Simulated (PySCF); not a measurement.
# C5H8Si: the cost of one run

Computed with PySCF 2.14.0, with density-fitted response routines of our own, on a single molecule in the gas phase. Atoms are numbered from 0 throughout.

**1. Starting geometry**

14 atoms, charge 0, multiplicity 1; geometry from: PBE0-D3(BJ)/def2-SVP.

Bonds of the start (Å): C0–C1 1.21, C1–C2 1.42, C2–C3 1.35, C3–Si4 1.87, Si4–C5 1.88, C0–H6 1.07, C2–H7 1.10, C3–H8 1.10, Si4–H9 1.50, Si4–H10 1.50, C5–H11 1.10, C5–H12 1.10, C5–H13 1.10.

**2. Core-electron binding energies: SCAN, X2C**

Job settings and geometry (Å):

```
{"job": {"kind": "xps"}, "charge": 0, "multiplicity": 1}
C      3.863635    -0.380165    -0.688314
C      2.674240    -0.144208    -0.756615
C      1.280064     0.124902    -0.858698
C      0.457787     0.329942     0.190535
Si    -1.372073     0.671444     0.004087
C     -2.399704    -0.592615     0.940131
H      4.916394    -0.585023    -0.625306
H      0.880607     0.159943    -1.881298
H      0.901642     0.283461     1.193559
H     -1.689034     0.638802    -1.458498
H     -1.681461     2.041914     0.524349
H     -2.195403    -1.610130     0.573480
H     -2.169280    -0.563658     2.016470
H     -3.474879    -0.389880     0.818150
```

Method: delta-SCF UKS SCAN, pcX-2 on the ionised atom, pcseg-1 elsewhere, spin-free X2C.

Started as:

```console
$ OMP_NUM_THREADS=1 python probes_run.py task.json out
```

One launch serves the whole session: the jobs run in the order shown.

**Question.** How long does this first job take on 1 thread of Arm Neoverse V1, shared host, and how much memory does it need?

About 51 s, with a peak of 0.67 GiB.
